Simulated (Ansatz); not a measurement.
# C2H7GaTe: small, medium and large basis sets

The task here is to estimate one member of a computed series from the others.

Method: one geometry, several basis sets; program: Ansatz 0.2.0, Gaussian basis.

Levels to be run: PBE0-D4/def2-SVP; ωB97M-V/def2-SVP; PBE0-D4/def2-QZVPP; ωB97M-V/def2-QZVPP; the functionals' def2-TZVPP values are taken from earlier runs.

### The relaxed structure

All runs share one geometry, relaxed beforehand with PBE0-D4 in a triple-zeta def2 set. Te takes the def2 core potential; no spin-orbit term is included.

SMILES `[CH3][Ga]([CH3])[TeH]`, 11 atoms, charge 0, spin multiplicity 1.

Atoms are counted from 1 here; the program's logs count them from 0.

Bond lengths: C1–Ga2 1.968 Å, C1–H5 1.090 Å, C1–H6 1.093 Å, C1–H7 1.093 Å, Ga2–C3 1.967 Å, Ga2–Te4 2.537 Å, C3–H8 1.094 Å, C3–H9 1.090 Å, C3–H10 1.092 Å, Te4–H11 1.658 Å. Angles: Ga2–C1–H5 112.4°, Ga2–C1–H6 109.9°, Ga2–C1–H7 109.7°, H5–C1–H6 108.7°, H5–C1–H7 108.6°, H6–C1–H7 107.4°, C1–Ga2–C3 125.4°, C1–Ga2–Te4 116.1°, C3–Ga2–Te4 118.5°, Ga2–C3–H8 109.2°, Ga2–C3–H9 111.6°, Ga2–C3–H10 110.8°, H8–C3–H9 108.1°, H8–C3–H10 107.7°, H9–C3–H10 109.2°, Ga2–Te4–H11 92.5°.

Geometry (Å):

```mol
C2H7GaTe
  3D, bonds by distance, orders not assigned

 11 10  0  0  0  0  0  0  0  0999 V2000
   -0.5629    1.8395   -0.4966 C   0  0
   -0.2408   -0.0782   -0.1971 Ga  0  0
    1.1283   -0.8292    0.9983 C   0  0
   -1.7148   -1.6760   -1.5050 Te  0  0
   -1.3373    2.0185   -1.2424 H   0  0
    0.3594    2.3256   -0.8252 H   0  0
   -0.8657    2.3136    0.4409 H   0  0
    2.0909   -0.8405    0.4793 H   0  0
    0.8888   -1.8513    1.2915 H   0  0
    1.2403   -0.2148    1.8943 H   0  0
   -0.9864   -3.0071   -0.8379 H   0  0
  1  2  8  0
  2  3  8  0
  2  4  8  0
  1  5  8  0
  1  6  8  0
  1  7  8  0
  3  8  8  0
  3  9  8  0
  3 10  8  0
  4 11  8  0
M  END
```

Set-up of the first run:

File in.yaml:

```yaml
crystal:
  periodic: [false, false, false]
  atoms:
    - {symbol: C, position_ang: [-0.562882, 1.839481, -0.496632]}
    - {symbol: Ga, position_ang: [-0.240773, -0.078249, -0.197106]}
    - {symbol: C, position_ang: [1.128256, -0.829179, 0.998299]}
    - {symbol: Te, position_ang: [-1.714771, -1.676003, -1.504977]}
    - {symbol: H, position_ang: [-1.337251, 2.018550, -1.242412]}
    - {symbol: H, position_ang: [0.359446, 2.325575, -0.825201]}
    - {symbol: H, position_ang: [-0.865696, 2.313578, 0.440864]}
    - {symbol: H, position_ang: [2.090934, -0.840466, 0.479250]}
    - {symbol: H, position_ang: [0.888800, -1.851333, 1.291517]}
    - {symbol: H, position_ang: [1.240342, -0.214809, 1.894292]}
    - {symbol: H, position_ang: [-0.986417, -3.007134, -0.837904]}
basis:
  gaussian: {orbitals: def2-SVP}
hamiltonian: {xc: pbe0, dispersion: d4}
output: {orbitals: {seedname: orbitals}}
```

Steps of the session up to this table: PBE0-D4 in def2-SVP; ωB97M-V in def2-SVP; PBE0-D4 in def2-QZVPP; ωB97M-V in def2-QZVPP.

One table of the session follows, with a row left open; its other results are not shown here.

It belongs to the step «Density functionals: the series». 

```
functional       basis  HOMO (eV)
   PBE0-D4    def2-SVP          ?
   PBE0-D4  def2-TZVPP      -6.46
   PBE0-D4  def2-QZVPP      -6.47
   ωB97M-V    def2-SVP      -8.38
   ωB97M-V  def2-TZVPP      -8.50
   ωB97M-V  def2-QZVPP      -8.51
```

**Question.** Estimate the row for PBE0-D4, def2-SVP.

**Answer.** HOMO (eV): -6.36. In the column «HOMO (eV)» it is the highest.
